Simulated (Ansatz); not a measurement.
# CH4AlNS: rigid scan of one bond length in Python

How does the energy of CH4AlNS change as one bond is stretched? Wanted for CH4AlNS: a rigid scan of one bond length.

All numbers are computed with Ansatz 0.2.0, driven from Python. Level of theory: r2SCAN0/def2-SVP.

### Step 1. Starting point

Bond lengths: N1–C2 1.230 Å, C2–S3 1.779 Å, S3–Al4 2.316 Å, N1–H5 1.039 Å, C2–H6 1.101 Å, Al4–H7 1.549 Å, Al4–H8 1.613 Å. Angles: N1–C2–S3 118.7°, N1–C2–H6 120.5°, S3–C2–H6 120.8°, C2–N1–H5 125.8°, C2–S3–Al4 92.9°, S3–Al4–H7 122.3°, S3–Al4–H8 116.4°, H7–Al4–H8 121.3°.

No structure file is read: the coordinates are typed or built in the script.

### Step 2. The code

Input file run_scan.py:

```python
# -*- coding: utf-8 -*-
import ansatz as az
import numpy as np

molecule = (
    az.Crystal.molecule()
    .atom("N", [-1.4238, 1.2502, -0.2657])
    .atom("C", [-0.4247, 1.1648, 0.4459])
    .atom("S", [-0.1943, -0.3047, 1.4224])
    .atom("Al", [1.0889, -1.33, -0.2104])
    .atom("H", [-2.1845, 0.5462, -0.331])
    .atom("H", [0.3136, 1.9808, 0.4712])
    .atom("H", [2.625, -1.1508, -0.2895])
    .atom("H", [0.292, -2.2136, -1.2988])
)

symbols = [site.symbol for site in molecule.cartesian_sites]
start = np.array([site.position_ang for site in molecule.cartesian_sites])
axis = (start[3] - start[2]) / np.linalg.norm(start[3] - start[2])
moving = [3, 6, 7]
lengths, energies = [2.038, 2.131, 2.223, 2.316, 2.409, 2.501, 2.594, 2.733], []
for length in lengths:
    xyz = start.copy()
    xyz[moving] += (length - np.linalg.norm(start[3] - start[2])) * axis
    point = az.Crystal.molecule()
    for symbol, place in zip(symbols, xyz):
        point = point.atom(symbol, place.tolist())
    base = (
        point.calculation()
        .basis(gaussian="def2-SVP")
        .functional("r2scan0")
    )
    rep = base.run(threads=1, backend="cpu").report
    energies.append(rep["free_energy_ev"])
    print(f"r = {length:6.3f} A  E = {energies[-1]:.5f} eV  <S^2> = {abs(rep['mean_field']['state']['spin_squared']):.3f}")

fit = np.polynomial.Polynomial.fit(lengths, np.array(energies) - min(energies), 4).convert()
roots = [r.real for r in fit.deriv().roots() if abs(r.imag) < 1e-9 and fit.deriv(2)(r.real) > 0]
r_e = min(roots, key=lambda r: abs(r - lengths[int(np.argmin(energies))]))
print(f"minimum of the fit at {r_e:.4f} A, force constant {fit.deriv(2)(r_e):.2f} eV/A^2")
```

### Step 3. The calls as engine input

The package turns the script's settings into the engine's input (first run):

```yaml
crystal:
  periodic: [false, false, false]
  atoms:
    - { symbol: "N", position_ang: [-1.4238, 1.2502, -0.2657] }
    - { symbol: C, position_ang: [-0.4247, 1.1648, 0.4459] }
    - { symbol: S, position_ang: [-0.1943, -0.3047, 1.4224] }
    - { symbol: Al, position_ang: [0.9348693417516765, -1.2069267192160178, -0.014404629996989854] }
    - { symbol: H, position_ang: [-2.1845, 0.5462, -0.331] }
    - { symbol: H, position_ang: [0.3136, 1.9808, 0.4712] }
    - { symbol: H, position_ang: [2.4709693417516765, -1.0277267192160178, -0.09350462999698983] }
    - { symbol: H, position_ang: [0.1379693417516765, -2.0905267192160175, -1.1028046299969898] }
basis:
  gaussian:
    orbitals: def2-SVP
hamiltonian:
  xc: r2scan0
```

### Step 4. The run

Command:

```
python run_scan.py
```

Q: Predict the main results. Wanted: range of energy; lowest point, distance.

As calculated:

| quantity | value |
| --- | --- |
| bond length at the fit's minimum | 2.2136 Å |
| runs compared | 8 |
| range of energy | 0.951 eV |
| lowest point, distance (Å) | 2.22 |

In words: The curve has its lowest point inside the range, at 2.22. The ends stand 0.254 and 0.951 eV above it. The distance scanned is the script's pair 2, 3. Caveats:
- The rest of the molecule is held rigid at a force-field or estimated start geometry, and the basis set is modest; single-reference methods fail as a bond breaks.
- The orbitals are restricted, so S² is zero by construction.
